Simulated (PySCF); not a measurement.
# Ir: dipole response in aug-cc-pV5Z-PP with ECP60

How polarisable is Ir at the levels listed below?

Method: unrestricted determinants in a Gaussian basis, no spin-orbit coupling in the energies. Code: PySCF 2.14.0.

## 1. Starting point

| Item | Value |
| --- | --- |
| Element | iridium (Z = 77) |
| Basis | aug-cc-pV5Z-PP with ECP60MDF |
| Hamiltonian | scalar relativity through the core potential |
| State 1 | Ir: [Xe] 4f14 5d7 6s2, high-spin 4F determinant |
| Methods | r2SCANh |

The outer shells:

Ir [Xe] 4f14 5d7 6s2
```
[Xe] core
4f [↑↓][↑↓][↑↓][↑↓][↑↓][↑↓][↑↓]
5d [↑↓][↑↓][↑ ][↑ ][↑ ]
6s [↑↓]
```

One driver process ran all states and methods and kept the integrals in memory. Each run is shown as a PySCF script that sums up its settings (the driver passes frozen orbitals as a list and adds second-order terms of double hybrids); the logs are those of the runs themselves. The driver starts from symmetry-adapted Hartree-Fock orbitals, holds the occupation by maximum overlap and uses a logarithmic radial grid for functionals, so a plain start would take other cycles.

The driver's launch:

```
> OMP_NUM_THREADS=1 python atomrun2.py TASK.json OUT
```

The integrals over 197 functions and the set-up took 21 s of CPU time.

## 2. Ir, at r2SCANh

Level: r2SCANh.

The input, input.py:

```python
from pyscf import gto, scf, dft, mp, cc
import basis_set_exchange as bse
txt = bse.get_basis("aug-cc-pV5Z-PP", elements=["Ir"], fmt="nwchem", header=False)
cut = txt.index("\nECP")
mol = gto.M(atom="Ir 0 0 0", charge=0, spin=3, symmetry="D2h",
            basis=gto.basis.parse(txt[:cut]),
            ecp={"Ir": gto.basis.parse_ecp(txt[cut:])})
mf = dft.UKS(mol, xc="HYB_MGGA_XC_R2SCANH")
mf.irrep_nelec = {'Ag': (4, 3), 'B1g': (1, 1), 'B2g': (1, 0), 'B3g': (1, 0), 'B1u': (1, 1), 'B2u': (1, 1), 'B3u': (1, 1)}
mf.kernel()
```

Output:

```text
damping factor = 0
level_shift factor = 0
DIIS = <class 'pyscf.scf.diis.CDIIS'>
diis_start_cycle = 1
diis_space = 10
diis_damp = 0
SCF conv_tol = 1e-09
SCF conv_tol_grad = None
number electrons alpha = 10  beta = 7
XC functionals = HYB_MGGA_XC_R2SCANH
    M. Bursch, H. Neugebauer, S. Ehlert, and S. Grimme.,  J. Chem. Phys. 156, 134105 (2022)
cycle= 1 E= -104.433947638454  delta_E= -0.0124  |g|= 0.0185  |ddm|= 0.227
cycle= 2 E= -104.434165873375  delta_E= -0.000218  |g|= 0.00463  |ddm|= 0.0265
cycle= 3 E= -104.434172716144  delta_E= -6.84e-06  |g|= 0.0045  |ddm|= 0.00727
cycle= 4 E= -104.434179893545  delta_E= -7.18e-06  |g|= 0.00017  |ddm|= 0.00286
cycle= 5 E= -104.434179941274  delta_E= -4.77e-08  |g|= 4.23e-05  |ddm|= 0.000504
cycle= 6 E= -104.434179943001  delta_E= -1.73e-09  |g|= 5.79e-06  |ddm|= 8.7e-05
cycle= 7 E= -104.434179943024  delta_E= -2.28e-11  |g|= 3.12e-07  |ddm|= 8.98e-06
converged SCF energy = -104.434179943024  <S^2> = 3.7651294  2S+1 = 4.0075576
```

Time after the integrals: 10 min (1 thread of Neoverse-V2, shared host).

Orbital energies by shell (radii are means over both spins):

| shell | electrons | mean orbital energy (eV) | spread (eV) | rms radius (bohr) |
| --- | --- | --- | --- | --- |
| 5s α | 1 | -102.11 | 0 | 1.05 |
| 5s β | 1 | -99.680 | 0 | 1.05 |
| 5p α | 3 | -58.768 | 0 | 1.22 |
| 5p β | 3 | -55.642 | 0 | 1.22 |
| 5d α | 5 | -9.148 | 1.190 | 1.87 |
| 6s α | 1 | -7.243 | 0 | 3.14 |
| 5d β | 2 | -7.230 | 0.004 | 1.87 |
| 6s β | 1 | -6.063 | 0 | 3.14 |

⟨S²⟩ = 3.765, ⟨L²⟩ = 12.04.

The driver then solved the coupled dipole response at imaginary frequencies: mean α = 51.50 bohr³, C₆ = 583.8 au for a like pair.

Energies and moments cover only the electrons outside the core potential. Spin-orbit coupling, absent here, splits the open shell strongly.

Radial density 4πr²ρ of Ir at r2SCANh, the electrons outside the core potential:

| r (bohr) | density | spin density |
| --- | --- | --- |
| 0.113 | 1.28e-05 | 0.000 |
| 0.191 | 0.000317 | 0.000 |
| 0.321 | 0.0239 | 0.002 |
| 0.540 | 1.88 | 0.087 |
| 0.908 | 13.3 | 1.335 |
| 1.53 | 8.17 | 2.091 |
| 2.57 | 2.22 | 0.536 |
| 4.32 | 0.329 | -0.010 |
| 7.27 | 0.00847 | -0.003 |

## 3. The response side by side

Ir, in atomic units:

| method | mean α | C₆ (like pair) | S(−4) |
| --- | --- | --- | --- |
| r2SCANh | 51.50 | 583.8 | 939.5 |

Reference α: 54 ± 7 bohr³ (recommended; Schwerdtfeger and Nagle, table of static dipole polarizabilities (2023 update)). Published C₆: 522.0 (Gould and Bucko (2016)).

α(iu) at r2SCANh:

| u (hartree) | α(iu) (bohr³) |
| --- | --- |
| 0 | 51.50 |
| 0.0500 | 49.30 |
| 0.100 | 44.07 |
| 0.200 | 32.44 |
| 0.300 | 23.91 |
| 0.500 | 14.64 |
| 0.750 | 9.420 |
| 1.00 | 6.737 |
| 1.50 | 4.045 |
| 2.00 | 2.725 |
| 3.00 | 1.481 |
| 5.00 | 0.6289 |

## 4. Outcome

| quantity | value |
| --- | --- |
| α of Ir | 51.50 (r2SCANh) bohr³; reference 54.00 |

**Reading.** For Ir r2SCANh differs from the reference by -5 %. The basis is finite, and no extrapolation was made.
